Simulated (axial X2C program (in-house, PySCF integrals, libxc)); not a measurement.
**TeIn⁻: properties at the nuclei**

Wanted for TeIn⁻: properties at the nuclei, at the two-component level.

Program: an in-house X2C program for linear molecules on PySCF integrals. Level of theory: two-component X2C with atomic mean-field terms, Te dyall-acv3z, In dyall-acv3z. These are calculated values, not measurements.

### 1 Input

Contents of task.json:

```json
{"zs": [52, 49], "q": -1, "bas": ["dyall-acv3z", "dyall-acv3z"], "r0": 2.64, "levels": ["PBE0", "HF", "TPSSh", "r2SCAN", "BHandHLYP"], "nst": 3}
```

Keys: zs atomic numbers; q charge; bas basis sets; r0 starting distance in Å; levels methods (HF also brings MP2); nst determinants followed.

On the command line:

```sh
$ python soeom.py task.json out
```

Further steps of the session: Expectation values, lowest determinant; Expectation values, a higher determinant; Expectation values, a higher determinant.

**Question.** What will these runs give? Wanted: lowest determinant; qzz Te; qzz In; higher determinant; Eeff magnitude; Ws magnitude Te; A∥/gI Te (for each run or level that gives them).

The runs gave:

| quantity | value |
| --- | --- |
| lowest determinant | Ω = 0 (closed shell) |
| qzz Te (a.u.), PBE0 | 0.55 |
| qzz In (a.u.), PBE0 | -4.50 |
| higher determinant | Ω = 2 (excess of +ω over −ω: ω = 1/2, ω = 3/2) |
| Eeff magnitude (GV/cm), PBE0, higher determinant | 12.2 |
| Ws magnitude Te (kHz), PBE0, higher determinant | 0.0136 |
| A∥/gI Te (MHz), PBE0, higher determinant | 62.2 |
| qzz Te (a.u.), PBE0, higher determinant | 7.60 |
| higher determinant | Ω = 1 (excess of +ω over −ω: 2 × ω = 1/2) |
| Eeff magnitude (GV/cm), PBE0, higher determinant | 9.78 |
| Ws magnitude Te (kHz), PBE0, higher determinant | 0.413 |
| A∥/gI Te (MHz), PBE0, higher determinant | 203 |
| qzz Te (a.u.), PBE0, higher determinant | 6.96 |

The expectation values come from single determinants, which for open shells can mix terms of unlike spin or miss the lowest Ω, so a determinant need not be a state. Eeff is the effective electric field on the electron dipole moment in this Ω state and Ws the scalar–pseudoscalar constant (defined with the proton number Z and per Ω); A∥ is the parallel hyperfine constant, which follows by multiplying with the nuclear g factor gI = μI/(I μN); qzz is the electric field gradient, eQq0 = 234.96 MHz × Q/barn × qzz. The operators were transformed with the bare-nucleus X2C matrices.
